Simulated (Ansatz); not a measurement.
# CH8BNOSi: the cost of one run

Method: RKS r2SCAN/def2-SVP, in Ansatz 0.2.0.

### Step 1. The system as given

Bond lengths: B1–Si2 1.919 Å, Si2–C3 1.851 Å, C3–N4 1.435 Å, C3–O5 1.430 Å, B1–H6 1.143 Å, B1–H7 1.231 Å, Si2–H8 1.481 Å, Si2–H9 1.465 Å, C3–H10 1.154 Å, N4–H11 0.993 Å, N4–H12 1.099 Å, O5–H13 1.004 Å. Angles (14 of 19 angles, heavy atoms first): B1–Si2–C3 108.8°, Si2–C3–N4 113.5°, Si2–C3–O5 110.0°, N4–C3–O5 105.1°, B1–Si2–H8 109.6°, B1–Si2–H9 108.3°, C3–Si2–H8 108.4°, C3–Si2–H9 109.0°, Si2–B1–H6 125.3°, Si2–B1–H7 118.4°, Si2–C3–H10 109.9°, N4–C3–H10 109.7°, O5–C3–H10 108.4°, C3–N4–H11 113.0°.

Coordinates:

```xyz
13

B    -0.6622    2.0122    0.7310
Si   -0.8911    0.4478   -0.3560
C     0.5063   -0.7191   -0.0215
N     0.4129   -1.9500   -0.7530
O     1.7430   -0.1329   -0.4354
H     0.2027    2.1927    1.4568
H    -1.4936    2.9150    0.6413
H    -0.8501    0.8278   -1.7873
H    -2.1514   -0.1962    0.0232
H     0.5695   -0.9418    1.1088
H     1.1505   -2.5808   -0.5452
H    -0.4733   -2.4447   -0.3307
H     1.9572    0.5352    0.2827
```

### Step 2. End point A

File input.yaml:

```yaml
crystal:
  periodic: [false, false, false]
  atoms:
    - { symbol: B, position_ang: [-0.6622, 2.0122, 0.731] }
    - { symbol: Si, position_ang: [-0.8911, 0.4478, -0.356] }
    - { symbol: C, position_ang: [0.5063, -0.7191, -0.0215] }
    - { symbol: "N", position_ang: [0.4129, -1.95, -0.753] }
    - { symbol: O, position_ang: [1.743, -0.1329, -0.4354] }
    - { symbol: H, position_ang: [0.2027, 2.1927, 1.4568] }
    - { symbol: H, position_ang: [-1.4936, 2.915, 0.6413] }
    - { symbol: H, position_ang: [-0.8501, 0.8278, -1.7873] }
    - { symbol: H, position_ang: [-2.1514, -0.1962, 0.0232] }
    - { symbol: H, position_ang: [0.5695, -0.9418, 1.1088] }
    - { symbol: H, position_ang: [1.1505, -2.5808, -0.5452] }
    - { symbol: H, position_ang: [-0.4733, -2.4447, -0.3307] }
    - { symbol: H, position_ang: [1.9572, 0.5352, 0.2827] }
basis:
  gaussian: { orbitals: def2-SVP }
hamiltonian:
  xc: r2scan
relax:
  f_tol: 0.015
  max_steps: 40
```

Launch:

```
$ ansatz run input.yaml --threads 2 --pin off --max-ram 3072MiB --backend cpu --events-out ev --progress --plain --runs-dir out
```

Q: Estimate wall time and peak memory on 2 threads of Arm Neoverse V2, shared host.

About 58 s, with a peak of 0.2 GiB.
